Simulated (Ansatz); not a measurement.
# LuInCo4 (F-43m): Heisenberg exchange couplings in Python

Wanted for LuInCo4 (F-43m): the Heisenberg exchange couplings.

Computed with Ansatz 0.2.0, driven from Python. Level of theory: DFT LDA, plane waves, PAW.

## 1. The structure

It takes space group F-43m (No. 216, cubic). Conventional cell: a = 7.014 Å, b = 7.014 Å, c = 7.014 Å, α = 90.00°, β = 90.00°, γ = 90.00°. Lu (site symmetry -43m) is surrounded by 12 Co at 2.91 Å and 4 In at 3.04 Å. In (site symmetry -43m) is surrounded by 12 Co at 2.91 Å and 4 Lu at 3.04 Å. Around Co (site symmetry 3m) lie 6 Co at 2.47 to 2.48 Å and 3 In at 2.91 Å and 3 Lu at 2.91 Å.

No structure file is read: the coordinates are typed or built in the script.

## 2. Script

The input, luinco4.py:

```python
# -*- coding: utf-8 -*-
"""Heisenberg exchange couplings of LuInCo4."""

import ansatz as az
import numpy as np

FILLING = "fermi_dirac"
ECUT = 550
FUNCTIONAL = "lda"

lattice = az.Lattice.of(
    (0.0, 3.506846, 3.506846),
    (3.506846, 0.0, 3.506846),
    (3.506846, 3.506846, 0.0),
)
sites = [
    ("Lu", (0.75, 0.75, 0.75)),
    ("In", (0.0, 0.0, 0.0)),
    ("Co", (0.374762, 0.875714, 0.374762)),
    ("Co", (0.374762, 0.374762, 0.374762)),
    ("Co", (0.875714, 0.374762, 0.374762)),
    ("Co", (0.374762, 0.374762, 0.875714)),
]
system = az.Crystal(lattice=lattice)
for symbol, position in sites:
    system = system.atom(symbol, position)
system = system.moments(Co=2.5)

calculation = (
    system.calculation()
    .occupations(FILLING)
    .basis(ECUT)
    .kpoints(7, center="gamma")
    .spin("collinear")
    .functional(FUNCTIONAL)
    .eigenstates(nscf_kmesh=(6, 6, 6))
    .exchange_couplings(magnetic=["Co"])
)
couplings = calculation.run(threads=1, backend="cpu").exchange_couplings().to_plain()
for atom in couplings["atoms"]:
    print(atom["site"]["symbol"], atom["role"], "moment", round(atom["moment_mub"], 3), "muB")
shells = {}
for pair in couplings["pairs"]:
    key = (pair["site"], pair["partner"], round(float(np.linalg.norm(pair["displacement_ang"])), 2))
    shells.setdefault(key, []).append(1000 * pair["coupling_ev"])
print("site partner distance (A)  count  mean J (meV)")
for (i, j, d), values in sorted(shells.items(), key=lambda item: item[0][2])[:6]:
    print(f"{i:4d} {j:7d} {d:12.2f} {len(values):6d} {np.mean(values):13.3f}")
print("mean-field order:", couplings["mean_field_order"])
```

## 3. The calls as engine input

The engine receives this input:

```yaml
crystal:
  lattice:
    - [0.0, 3.506846, 3.506846]
    - [3.506846, 0.0, 3.506846]
    - [3.506846, 3.506846, 0.0]
  atoms:
    - { symbol: Lu, position: [0.75, 0.75, 0.75] }
    - { symbol: In, position: [0.0, 0.0, 0.0] }
    - { symbol: Co, position: [0.374762, 0.875714, 0.374762] }
    - { symbol: Co, position: [0.374762, 0.374762, 0.374762] }
    - { symbol: Co, position: [0.875714, 0.374762, 0.374762] }
    - { symbol: Co, position: [0.374762, 0.374762, 0.875714] }
basis:
  ecutwfc: 550.0
kpoints:
  mp_grid:
    grid: [7, 7, 7]
    shift: [0.0, 0.0, 0.0]
hamiltonian:
  xc: lda
magnetization:
  spin_polarized: true
  per_species:
    Co: 2.5
scf:
  occupations:
    method: fermi_dirac
output:
  eigenstates:
    nscf_kmesh:
      grid: [6, 6, 6]
    exchange_couplings:
      magnetic:
        - { species: Co }
```

## 4. Launch

Started as:

```sh
> python luinco4.py
```

Q: Predict the main results. Wanted: free energy; gap on the mesh; moment, net / absolute.

As calculated:

| quantity | value |
| --- | --- |
| free energy | -40202.3219 eV (-6700.3870 eV/atom) |
| gap on the mesh | none |
| moment, net / absolute | 4.43 / 5.21 μB per cell |

The mesh shows no gap. Caveats:
- For a metal this k-point mesh is coarse: on a finer one energies can move by several to tens of meV an atom and pressures by half a GPa or more, differences at one mesh by less.
- The structure comes from a database of computed cells and needn't be a stable or known phase.
- The couplings are those of E = -sum over i != j of J_ij e_i.e_j for unit vectors, so J > 0 favours parallel moments. Couplings oscillate with the k-mesh and hold for small turns from this magnetic state; mean-field temperatures overestimate ordering, and where the couplings favour a wavevector other than zero the state started from isn't the stable order.
